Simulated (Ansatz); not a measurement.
# Ge₂H₅Cl: shape, modes and thermochemistry

Aim: relax Ge₂H₅Cl from a cheap starting geometry, check the end point by its vibrations and derive ideal-gas thermochemistry.

Method: RKS PBE0-D4/def2-TZVP; program: Ansatz 0.2.0, Gaussian basis.

Levels to be run: relaxation at PBE-D4/def2-SVP; relaxation at PBE0-D4/def2-TZVP; harmonic vibrations at the same level.

1 further run of the same task is left out (set aside as unsound or not needed).

**1. The system as given**

SMILES `[Cl][GeH2][GeH3]`, 8 atoms, charge 0, spin multiplicity 1.

Atoms are counted from 1 here; the program's logs count them from 0.

Bond lengths: Cl1–Ge2 2.110 Å, Ge2–Ge3 2.369 Å, Ge2–H4 1.537 Å, Ge2–H5 1.554 Å, Ge3–H6 1.573 Å, Ge3–H7 1.597 Å, Ge3–H8 1.499 Å. Angles: Cl1–Ge2–Ge3 107.9°, Cl1–Ge2–H4 112.7°, Cl1–Ge2–H5 110.7°, Ge3–Ge2–H4 108.5°, Ge3–Ge2–H5 110.1°, H4–Ge2–H5 106.9°, Ge2–Ge3–H6 109.6°, Ge2–Ge3–H7 109.9°, Ge2–Ge3–H8 111.7°, H6–Ge3–H7 107.0°, H6–Ge3–H8 110.0°, H7–Ge3–H8 108.5°.

As a file:

```mol
ClGe2H5
  3D, bonds by distance, orders not assigned

  8  7  0  0  0  0  0  0  0  0999 V2000
   -2.3463    1.2626   -0.1459 Cl  0  0
   -0.4755    0.6192   -0.8797 Ge  0  0
    0.5614   -0.6820    0.8066 Ge  0  0
   -0.5998   -0.2364   -2.1499 H   0  0
    0.4193    1.8368   -1.2419 H   0  0
    0.7937    0.2023    2.0863 H   0  0
    1.9979   -1.1729    0.3096 H   0  0
   -0.2584   -1.8867    1.1592 H   0  0
  1  2  8  0
  2  3  8  0
  2  4  8  0
  2  5  8  0
  3  6  8  0
  3  7  8  0
  3  8  8  0
M  END
```

The start is a force-field geometry with small random shifts, so a cheaper pass at PBE-D4/def2-SVP comes first.

**2. Optimising with PBE-D4/def2-SVP (cheap first pass)**

Input file in.yaml:

```yaml
crystal:
  periodic: [false, false, false]
  atoms:
    - {symbol: Cl, position_ang: [-2.346300, 1.262600, -0.145900]}
    - {symbol: Ge, position_ang: [-0.475500, 0.619200, -0.879700]}
    - {symbol: Ge, position_ang: [0.561400, -0.682000, 0.806600]}
    - {symbol: H, position_ang: [-0.599800, -0.236400, -2.149900]}
    - {symbol: H, position_ang: [0.419300, 1.836800, -1.241900]}
    - {symbol: H, position_ang: [0.793700, 0.202300, 2.086300]}
    - {symbol: H, position_ang: [1.997900, -1.172900, 0.309600]}
    - {symbol: H, position_ang: [-0.258400, -1.886700, 1.159200]}
basis:
  gaussian: {orbitals: def2-SVP}
hamiltonian: {xc: pbe, dispersion: d4}
relax: {f_tol: 0.03, max_steps: 200}
```

On the command line:

```console
$ ansatz run in.yaml --threads 4 --pin off --events-out ev --progress --plain --max-ram 10444MiB
```

Log (excerpt; [...] marks lines left out):

```text
Functional definition: PBE
  name "PBE"
  cite "Perdew, Burke & Ernzerhof, Phys. Rev. Lett. 77, 3865 (1996) doi:10.1103/PhysRevLett.77.3865"
  parent pbe
[...]
1187 factors; their error is unknown
[...]
mean field -125600.67380959 eV, -4615.7396273080 hartree, gradient 7.1e-5 eV, S^2 0.000000; 0 other end points of the search recorded, 0 dependent functions left out
[...]
reference -125600.67384698 eV, -4615.7396286821 hartree; 43, 43 occupied and 64, 64 virtual orbitals, 1187 factors
relax step   1: F+E_penalty+E_count = -125600.85125381 eV  Δ(F+E_penalty+E_count) = +0.000e0 eV  max|allowed force component| = 1.443e0 eV/Å  Δτ_max = 0.0000 Å  (23 SCF iters, accepted)
[...]
relax step   4: F+E_penalty+E_count = -125601.00603480 eV  Δ(F+E_penalty+E_count) = -1.892e-3 eV  max|allowed force component| = 3.650e-2 eV/Å  Δτ_max = 0.0314 Å  (24 SCF iters, accepted)
[...]
relax step   5: F+E_penalty+E_count = -125601.00682241 eV  Δ(F+E_penalty+E_count) = -7.876e-4 eV  max|allowed force component| = 1.523e-2 eV/Å  Δτ_max = 0.0230 Å  (24 SCF iters, accepted)
1187 factors; their error is unknown
mean field -125600.83280184 eV, -4615.7454701656 hartree, gradient 1.9e-5 eV, S^2 0.000000; 1 other end points of the search recorded, 0 dependent functions left out
[...]
reference -125600.83283912 eV, -4615.7454715354 hartree; 43, 43 occupied and 64, 64 virtual orbitals, 1187 factors
Total energy: -125601.00685968 eV, -4615.7518666732 hartree
Atom 0 at    -2.362222     1.263765    -0.158327 Å, force     0.004641    -0.005145     0.006417 eV/Å
Atom 1 at    -0.410592     0.613118    -0.922323 Å, force    -0.004235     0.010175    -0.015234 eV/Å
Atom 2 at     0.629039    -0.699298     0.846622 Å, force     0.000269    -0.001124     0.001953 eV/Å
Atom 3 at    -0.689702    -0.202537    -2.213704 Å, force    -0.000347    -0.003634     0.001584 eV/Å
Atom 4 at     0.378204     1.902267    -1.278066 Å, force     0.001847     0.001898     0.001936 eV/Å
Atom 5 at     0.800553     0.184044     2.106696 Å, force    -0.002964    -0.000600    -0.000587 eV/Å
Atom 6 at     2.020721    -1.206482     0.382348 Å, force     0.000168    -0.002490     0.002588 eV/Å
Atom 7 at    -0.273700    -1.911977     1.181053 Å, force     0.000621     0.000920     0.001342 eV/Å
Dipole moment:     0.362170    -0.152785    -0.069941 e Å
```

It took 5.5 s on 4 threads of Arm Neoverse V1, shared host.

Along the way:

| step | energy from step 1 (eV) | largest force component (eV/Å) |
| --- | --- | --- |
| 1 | 0.0000 | 1.4430 |
| 2 | -0.1390 | 0.2508 |
| 3 | -0.1529 | 0.0727 |
| 4 | -0.1548 | 0.0365 |
| 5 | -0.1556 | 0.0152 |

Distances of close pairs at the start and the end, largest changes first:

| bond | before (Å) | after (Å) | change (Å) |
| --- | --- | --- | --- |
| Cl1–Ge2 | 2.110 | 2.195 | +0.084 |
| Ge2–Ge3 | 2.369 | 2.436 | +0.067 |
| Ge3–H8 | 1.499 | 1.548 | +0.049 |
| Ge3–H7 | 1.597 | 1.552 | -0.045 |
| Ge3–H6 | 1.573 | 1.548 | -0.024 |
| Ge2–H4 | 1.537 | 1.553 | +0.016 |
| Ge2–H5 | 1.554 | 1.553 | -0.001 |

**3. Geometry optimisation, PBE0-D4/def2-TZVP**

Input file in.yaml:

```yaml
crystal:
  periodic: [false, false, false]
  atoms:
    - {symbol: Cl, position_ang: [-2.362222, 1.263765, -0.158327]}
    - {symbol: Ge, position_ang: [-0.410592, 0.613118, -0.922323]}
    - {symbol: Ge, position_ang: [0.629039, -0.699298, 0.846622]}
    - {symbol: H, position_ang: [-0.689702, -0.202537, -2.213704]}
    - {symbol: H, position_ang: [0.378204, 1.902267, -1.278066]}
    - {symbol: H, position_ang: [0.800553, 0.184044, 2.106696]}
    - {symbol: H, position_ang: [2.020721, -1.206482, 0.382348]}
    - {symbol: H, position_ang: [-0.273700, -1.911977, 1.181053]}
basis:
  gaussian: {orbitals: def2-TZVP}
hamiltonian: {xc: pbe0, dispersion: d4}
relax: {f_tol: 0.005, max_steps: 150}
```

Same command.

Log (excerpt; [...] marks lines left out):

```text
Functional definition: PBE0
  name "PBE0"
  cite "Adamo & Barone, J. Chem. Phys. 110, 6158 (1999) doi:10.1063/1.478522"
  cite "Perdew, Burke & Ernzerhof, Phys. Rev. Lett. 77, 3865 (1996) doi:10.1103/PhysRevLett.77.3865"
  parent pbe
[...]
1290 factors; their error is unknown
[...]
mean field -125623.72163155 eV, -4616.5866191426 hartree, gradient 5.9e-5 eV, S^2 0.000000; 0 other end points of the search recorded, 0 dependent functions left out
[...]
reference -125623.72166477 eV, -4616.5866203635 hartree; 43, 43 occupied and 120, 120 virtual orbitals, 1290 factors
relax step   1: F+E_penalty+E_count = -125623.87098768 eV  Δ(F+E_penalty+E_count) = +0.000e0 eV  max|allowed force component| = 3.893e-1 eV/Å  Δτ_max = 0.0000 Å  (24 SCF iters, accepted)
[...]
reference -125623.73800420 eV, -4616.5872208266 hartree; 43, 43 occupied and 120, 120 virtual orbitals, 1290 factors
Total energy: -125623.88831124 eV, -4616.5927445081 hartree
Atom 0 at    -2.334580     1.256070    -0.168812 Å, force    -0.001694     0.001160    -0.000438 eV/Å
Atom 1 at    -0.406287     0.607762    -0.914672 Å, force     0.001196     0.000029    -0.001440 eV/Å
Atom 2 at     0.627055    -0.697493     0.844548 Å, force    -0.000033    -0.000298     0.000764 eV/Å
Atom 3 at    -0.691863    -0.198302    -2.191816 Å, force     0.000416    -0.000174     0.001355 eV/Å
Atom 4 at     0.367737     1.888317    -1.266031 Å, force     0.000032    -0.001122     0.000835 eV/Å
Atom 5 at     0.794350     0.181718     2.090378 Å, force     0.000473     0.000060     0.000267 eV/Å
Atom 6 at     2.004916    -1.196214     0.379688 Å, force    -0.000675     0.000966    -0.001211 eV/Å
Atom 7 at    -0.269027    -1.898959     1.171015 Å, force     0.000286    -0.000620    -0.000130 eV/Å
Dipole moment:     0.396093    -0.170365    -0.069407 e Å
```

Wall time 15 s (4 threads of Arm Neoverse V1, shared host); peak memory 0.49 GiB.

Along the way:

| step | energy from step 1 (eV) | largest force component (eV/Å) |
| --- | --- | --- |
| 1 | 0.0000 | 0.3893 |
| 2 | -0.0160 | 0.1139 |
| 3 | -0.0172 | 0.0247 |
| 4 | -0.0173 | 0.0070 |
| 5 | -0.0173 | 0.0017 |

Distances of close pairs at the start and the end, largest changes first:

| bond | before (Å) | after (Å) | change (Å) |
| --- | --- | --- | --- |
| Cl1–Ge2 | 2.195 | 2.167 | -0.028 |
| Ge2–H4 | 1.553 | 1.537 | -0.016 |
| Ge2–H5 | 1.553 | 1.537 | -0.016 |
| Ge3–H7 | 1.552 | 1.537 | -0.015 |
| Ge3–H6 | 1.548 | 1.534 | -0.014 |
| Ge3–H8 | 1.548 | 1.534 | -0.014 |
| Ge2–Ge3 | 2.436 | 2.422 | -0.014 |

Mulliken charges at the end point, from the run's report:

| atom | value (e) |
| --- | --- |
| Cl1 | -0.33 |
| Ge2 | 0.22 |
| Ge3 | -0.04 |
| H4 | 0.03 |
| H5 | 0.03 |
| H6 | 0.03 |
| H7 | 0.02 |
| H8 | 0.03 |

**4. Vibrations by finite differences**

Input file in.yaml:

```yaml
crystal:
  periodic: [false, false, false]
  atoms:
    - {symbol: Cl, position_ang: [-2.334580, 1.256070, -0.168812]}
    - {symbol: Ge, position_ang: [-0.406287, 0.607762, -0.914672]}
    - {symbol: Ge, position_ang: [0.627055, -0.697493, 0.844548]}
    - {symbol: H, position_ang: [-0.691863, -0.198302, -2.191816]}
    - {symbol: H, position_ang: [0.367737, 1.888317, -1.266031]}
    - {symbol: H, position_ang: [0.794350, 0.181718, 2.090378]}
    - {symbol: H, position_ang: [2.004916, -1.196214, 0.379688]}
    - {symbol: H, position_ang: [-0.269027, -1.898959, 1.171015]}
basis:
  gaussian: {orbitals: def2-TZVP}
hamiltonian: {xc: pbe0, dispersion: d4}
phonons: {temperatures: {t_min: 298.15, t_max: 900, t_step: 200}}
```

The command is unchanged.

Log (excerpt; [...] marks lines left out):

```text
Functional definition: PBE0
  name "PBE0"
  cite "Adamo & Barone, J. Chem. Phys. 110, 6158 (1999) doi:10.1063/1.478522"
  cite "Perdew, Burke & Ernzerhof, Phys. Rev. Lett. 77, 3865 (1996) doi:10.1103/PhysRevLett.77.3865"
  parent pbe
[...]
1290 factors; their error is unknown
[...]
mean field -125623.73797321 eV, -4616.5872196875 hartree, gradient 5.4e-5 eV, S^2 0.000000; 0 other end points of the search recorded, 0 dependent functions left out
[...]
reference -125623.73800624 eV, -4616.5872209012 hartree; 43, 43 occupied and 120, 120 virtual orbitals, 1290 factors
[...]
1290 factors; their error is unknown
[...]
mean field -125623.73788948 eV, -4616.5872166104 hartree, gradient 2.2e-6 eV, S^2 0.000000; 0 other end points of the search recorded, 0 dependent functions left out
[...]
Atom 0 at    -2.334580     1.256070    -0.168812 Å, force    -0.001694     0.001165    -0.000445 eV/Å
Atom 1 at    -0.406287     0.607762    -0.914672 Å, force     0.001193     0.000025    -0.001430 eV/Å
Atom 2 at     0.627055    -0.697493     0.844548 Å, force    -0.000035    -0.000302     0.000760 eV/Å
Atom 3 at    -0.691863    -0.198302    -2.191816 Å, force     0.000416    -0.000175     0.001354 eV/Å
Atom 4 at     0.367737     1.888317    -1.266031 Å, force     0.000033    -0.001119     0.000833 eV/Å
Atom 5 at     0.794350     0.181718     2.090378 Å, force     0.000473     0.000062     0.000272 eV/Å
Atom 6 at     2.004916    -1.196214     0.379688 Å, force    -0.000670     0.000968    -0.001215 eV/Å
Atom 7 at    -0.269027    -1.898959     1.171015 Å, force     0.000285    -0.000623    -0.000129 eV/Å
Dipole moment:     0.396093    -0.170364    -0.069408 e Å
Vibrations: 77.87 90.46 267.42 341.90 415.56 461.64 518.50 651.29 721.48 791.31 867.30 876.71 880.60 2145.92 2153.25 2157.62 2168.09 2175.82 cm⁻¹, zero-point energy 1.101149 eV
```

It took 91 s on 4 threads of Arm Neoverse V1, shared host; peak memory 0.49 GiB.

Motions are named by where the mode's potential energy lies. Wavenumbers, unscaled:

| mode | cm⁻¹ | motion |
| --- | --- | --- |
| 1 | 78 | torsion |
| 2 | 90 | bend |
| 3 | 267 | Ge–Ge stretch |
| 4 | 342 | bend |
| 5 | 416 | Ge–Cl stretch |
| 6 | 462 | bend |
| 7 | 519 | bend with torsion |
| 8 | 651 | bend |
| 9 | 721 | bend |
| 10 | 791 | bend |
| 11 | 867 | bend |
| 12 | 877 | bend with torsion |
| 13 | 881 | bend with torsion |
| 14 | 2146 | Ge–H stretch |
| 15 | 2153 | Ge–H stretch |
| 16 | 2158 | Ge–H stretch |
| 17 | 2168 | Ge–H stretch |
| 18 | 2176 | Ge–H stretch |

Ideal gas, rigid rotor and harmonic oscillator at 298.15 K and 1 bar, with symmetry number 1:

| term | value |
| --- | --- |
| zero-point energy | 106.2 kJ/mol |
| H(298) − E | 125.7 kJ/mol |
| entropy, translation | 174.0 J/(mol K) |
| entropy, rotation | 117.2 J/(mol K) |
| entropy, vibration | 58.7 J/(mol K) |
| entropy, total | 349.9 J/(mol K) |

**5. Results**

```
                  quantity            value
               point group               Cs
                     steps            5 + 5
shift from the start (rms)          0.068 Å
              total energy  -125623.8883 eV
           dispersion term         -150 meV
             dipole moment           2.10 D
lowest, highest wavenumber    78, 2176 cm⁻¹
         zero-point energy     106.2 kJ/mol
       entropy at 298.15 K  349.9 J/(mol K)
```

The relaxed geometry lies 0.07 Å (rms) from the start; the bond that changed most is Ge3–H7, from 1.597 to 1.537 Å. No mode is imaginary: a true minimum at this level. The stiffest mode, 2176 cm⁻¹, is a Ge–H stretch, and 2 modes under 200 cm⁻¹ make the vibrational entropy uncertain. Harmonic hybrid wavenumbers usually lie a few per cent above measured fundamentals. The largest Mulliken charge, -0.33 e, sits on Cl1.
